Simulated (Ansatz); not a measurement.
# F2H2SSn: the cost of one run

All numbers are computed with Ansatz 0.2.0 through its Python package. Level of theory: Hartree-Fock/def2-TZVP.

**1. The system**

Bond lengths: F1–Sn2 1.986 Å, Sn2–F3 1.954 Å, Sn2–S4 2.357 Å, Sn2–H5 1.748 Å, S4–H6 1.392 Å. Angles: F1–Sn2–F3 109.4°, F1–Sn2–S4 111.8°, F1–Sn2–H5 108.6°, F3–Sn2–S4 109.0°, F3–Sn2–H5 109.5°, S4–Sn2–H5 108.6°, Sn2–S4–H6 95.6°.

The script holds or builds the structure itself.

**2. The code**

File run_tae.py:

```python
"""Energy to split F2H2SSn into its atoms."""

from collections import Counter

import ansatz as az


def energy(molecule, charge=0, unpaired=0):
    calc = (
        molecule.calculation()
        .basis(gaussian="def2-TZVP")
        .functional("hf")
    )
    if charge:
        calc = calc.charge(charge)
    if unpaired:
        calc = calc.spin("collinear", total=unpaired)
    report = calc.run(threads=1).report
    if report["published_state_doubts"]:
        print("  doubts:", report["published_state_doubts"])
    return report["free_energy_ev"]


def main() -> None:
    mol = (
        az.Crystal.molecule()
        .atom("F", [0.3947, -2.1457, 1.0158])
        .atom("Sn", [0.3524, -0.4153, 0.0418])
        .atom("F", [0.4025, -0.7535, -1.882])
        .atom("S", [-1.5833, 0.8296, 0.5525])
        .atom("H", [1.7543, 0.5199, 0.5077])
        .atom("H", [-1.2786, 1.9009, -0.2819])
    )

    # unpaired electrons of the ground-state atoms
    unpaired = {"F": 1, "Sn": 2, "S": 2, "H": 1}
    counts = Counter(site.symbol for site in mol.cartesian_sites)
    atom_energy = {s: energy(az.Crystal.molecule().atom(s, (0, 0, 0)), 0, unpaired[s]) for s in counts}
    whole = energy(mol, 0, 0)
    for s, e in atom_energy.items():
        print(f"{s:2s} x{counts[s]}  {e:14.5f} eV")
    print(f"F2H2SSn: {whole:.5f} eV")
    split = sum(counts[s] * e for s, e in atom_energy.items()) - whole
    print(f"atomisation energy (no zero-point term): {23.060548 * split:.1f} kcal/mol, {split / sum(counts.values()):.3f} eV an atom")


if __name__ == "__main__":
    main()
```

**3. The input behind the calls**

The engine receives this input (first run):

```yaml
crystal:
  periodic: [false, false, false]
  atoms:
    - { symbol: F, position_ang: [0.0, 0.0, 0.0] }
basis:
  gaussian:
    orbitals: def2-TZVP
hamiltonian:
  xc: hf
magnetization:
  spin_polarized: true
  initial_magnetization: 1.0
```

**4. Launch**

The run is started by

```
$ python run_tae.py
```

**Question.** How long does this script take on 1 thread of Arm Neoverse V2, shared host, and how much memory does it need?

About 2.7 s, with a peak of 0.34 GiB.
